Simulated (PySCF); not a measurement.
# How the numerical set-up moves the result for HgCl⁻

Aim: see how much the energy and properties of HgCl⁻ depend on the numerical set-up.

Program: PySCF 2.14.0. Level of theory: method and basis as typed in the scripts. These are calculated values, not measurements.

7 further runs of the same task are left out: 1 for a known fault of the program, 6 that didn't finish.

## Step 1: Starting geometry

HgCl⁻: 2 atoms, charge -1, spin multiplicity 1.

Bond lengths: Hg1–Cl2 2.388 Å.

## Step 2: Base script

Contents of input.py:

```python
from pyscf import gto, scf

mol = gto.M(
    atom='Hg 0 0 0; Cl 0 0 2.388',
    basis='lanl2dz',
    ecp={'Hg': 'lanl2dz', 'Cl': 'lanl2dz'},
    charge=-1,
    spin=0,
    symmetry=True,
    verbose=4,
)
mf = scf.RHF(mol)
mf.kernel()
mf.dip_moment()
print('orbital energies (hartree):', mf.mo_energy[..., max(0, mol.nelec[1]-3):mol.nelec[0]+3].round(4))
```

Command:

```sh
OMP_NUM_THREADS=1 python input.py
```

The log of this run is left out.

In short: E(SCF) = -56.156934 Eh, 9 cycles.

The bond length is a typed value, not an optimised one. The dipole of an ion depends on the origin.

## Step 3: Jorge-dzp-dkh (core potential off, X2C on)

Variant 1 changes basis set: lanl2dz → jorge-dzp-dkh; core potential: on → off; spin-free X2C: off → on. The core potential changes with it: totals don't compare.

Contents of input.py:

```python
from pyscf import gto, scf

mol = gto.M(
    atom='Hg 0 0 0; Cl 0 0 2.388',
    basis='jorge-dzp-dkh',
    charge=-1,
    spin=0,
    symmetry=True,
    verbose=4,
)
mf = scf.RHF(mol)
mf = mf.sfx2c1e()
mf.kernel()
mf.dip_moment()
print('orbital energies (hartree):', mf.mo_energy[..., max(0, mol.nelec[1]-3):mol.nelec[0]+3].round(4))
```

Command:

```sh
OMP_NUM_THREADS=1 python input.py
```

## Step 4: Def2-tzvp

Variant 2 changes basis set: lanl2dz → def2-tzvp. The core potential changes with it: totals don't compare.

input.py: that of step 2 with these lines changed.

```diff
@@ -4,4 +4,4 @@
     atom='Hg 0 0 0; Cl 0 0 2.388',
-    basis='lanl2dz',
-    ecp={'Hg': 'lanl2dz', 'Cl': 'lanl2dz'},
+    basis='def2-tzvp',
+    ecp={'Hg': 'def2-tzvp'},
     charge=-1,
```

Before running it: what results should come out? Wanted: for each run, E(SCF); from base; gap.

**Answer**, as computed:

| run | E(SCF) (hartree) | from base (eV) | cycles | gap (eV) | functions |
| --- | --- | --- | --- | --- | --- |
| base | -56.156934 | 0 | 9 | 7.68 | 26 |
| jorge-dzp-dkh (core potential off, X2C on) | -20053.175817 | not comparable | 10 | 7.57 | 84 |
| def2-tzvp | -612.103958 | not comparable | 11 | 7.65 | 80 |

Total energies from different bases, Hamiltonians or methods carry different errors, so properties are taken as differences within one set-up.
